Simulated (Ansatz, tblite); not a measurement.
# The cluster B8P8: a ladder of methods and basis sets

The task here is to estimate one member of a computed series from the others.

Program: Ansatz 0.2.0, Gaussian basis. Level of theory: as each input shows. These are calculated values, not measurements.

The runs, in order: GFN1-xTB, GFN2-xTB, PBE-D4/def2-SVP, r2SCAN-D4/def2-SVP, MP2/def2-SVP.

8 further runs of the same task are left out: 6 that didn't finish, 2 set aside as unsound or not needed.

**The structure**

The singlet was relaxed beforehand with r2SCAN-D4/def2-SVP.

16 atoms, charge 0, spin multiplicity 1.

Bond lengths: B1–P2 1.970 Å, B1–P4 1.889 Å, B1–P6 1.923 Å, P2–B3 1.889 Å, P2–B9 1.946 Å, B3–P4 1.970 Å, B3–P10 1.923 Å, P4–B5 1.946 Å, B5–P6 1.894 Å, B5–P12 1.932 Å, P6–B7 1.932 Å, B7–P8 1.894 Å, B7–P13 1.946 Å, P8–B9 1.932 Å, P8–B14 1.923 Å, B9–P10 1.894 Å, P10–B11 1.932 Å and more. Angles: P2–B1–P4 110.4°, P2–B1–P6 133.5°, P4–B1–P6 107.5°, B1–P2–B3 62.7°, B1–P2–B9 87.4°, B3–P2–B9 67.5°, P2–B3–P4 110.4°, P2–B3–P10 107.5°, P4–B3–P10 133.5°, B1–P4–B3 62.7°, B1–P4–B5 67.5°, B3–P4–B5 87.4° and more.

PBE0-D4/def2-SVP was run before; its log isn't repeated, and its numbers join the tables.

Set-up of the first run:

Tight binding, by tblite at 300 K electronic temperature and without a spin-polarisation term:

```python
tblite.interface.Calculator('GFN1-xTB', numbers, positions, charge=0, uhf=0).singlepoint()
```

Tight binding, by tblite at 300 K electronic temperature and without a spin-polarisation term:

```python
tblite.interface.Calculator('GFN2-xTB', numbers, positions, charge=0, uhf=0).singlepoint()
```

start.molden holds the orbitals of an earlier run on this state, given as this run's starting guess.

Contents of in.yaml:

```yaml
crystal:
  periodic: [false, false, false]
  atoms:
    - {symbol: B, position_ang: [-0.999339, 0.129375, 2.151991]}
    - {symbol: P, position_ang: [-0.124386, -1.575508, 2.608364]}
    - {symbol: B, position_ang: [0.994054, -0.122532, 2.154861]}
    - {symbol: P, position_ang: [0.117978, 1.583790, 2.603642]}
    - {symbol: B, position_ang: [-0.490088, 1.656141, 0.756894]}
    - {symbol: P, position_ang: [-2.118900, 0.692485, 0.693367]}
    - {symbol: B, position_ang: [-1.654015, -0.490425, -0.761400]}
    - {symbol: P, position_ang: [-0.690555, -2.119227, -0.694565]}
    - {symbol: B, position_ang: [0.488232, -1.653722, 0.763359]}
    - {symbol: P, position_ang: [2.117192, -0.690247, 0.700778]}
    - {symbol: B, position_ang: [1.655857, 0.488001, -0.758892]}
    - {symbol: P, position_ang: [0.692260, 2.117013, -0.699614]}
    - {symbol: P, position_ang: [-1.576431, 0.117066, -2.608125]}
    - {symbol: B, position_ang: [-0.123352, -1.000125, -2.151960]}
    - {symbol: P, position_ang: [1.582847, -0.125369, -2.603853]}
    - {symbol: B, position_ang: [0.128658, 0.993285, -2.154850]}
basis:
  gaussian: {orbitals: def2-SVP, initial_orbitals: start.molden}
hamiltonian: {xc: pbe, dispersion: d4}
scf: {omitted_lower_state_checks: [starts]}
output: {forces: true, orbitals: {seedname: orbitals}}
```

On the command line:

```bash
$ ansatz run in.yaml --threads 4 --pin off --events-out ev --progress --plain --max-ram 6963MiB
```

Steps of the session up to this table: PBE-D4/def2-SVP; r2SCAN-D4/def2-SVP; MP2/def2-SVP.

One table of the session follows, with a row left open; its other results are not shown here.

It belongs to the step «Binding energy». 

| level | binding an atom (eV) |
| --- | --- |
| HF/def2-SVP | 2.678 |
| PBE-D4/def2-SVP | 4.652 |
| r2SCAN-D4/def2-SVP | 4.435 |
| PBE0-D4/def2-SVP | ? |
| MP2/def2-SVP | 4.140 |

**Question.** Estimate the row for PBE0-D4/def2-SVP.

**Answer.** binding an atom (eV): 4.510. In the column «binding an atom (eV)» it lies between r2SCAN-D4/def2-SVP (4.435) and PBE-D4/def2-SVP (4.652).

Caveats from the session: Free atoms were run apart at each level; binding is atoms less cluster, divided by the number of atoms, without zero-point or spin-orbit terms.
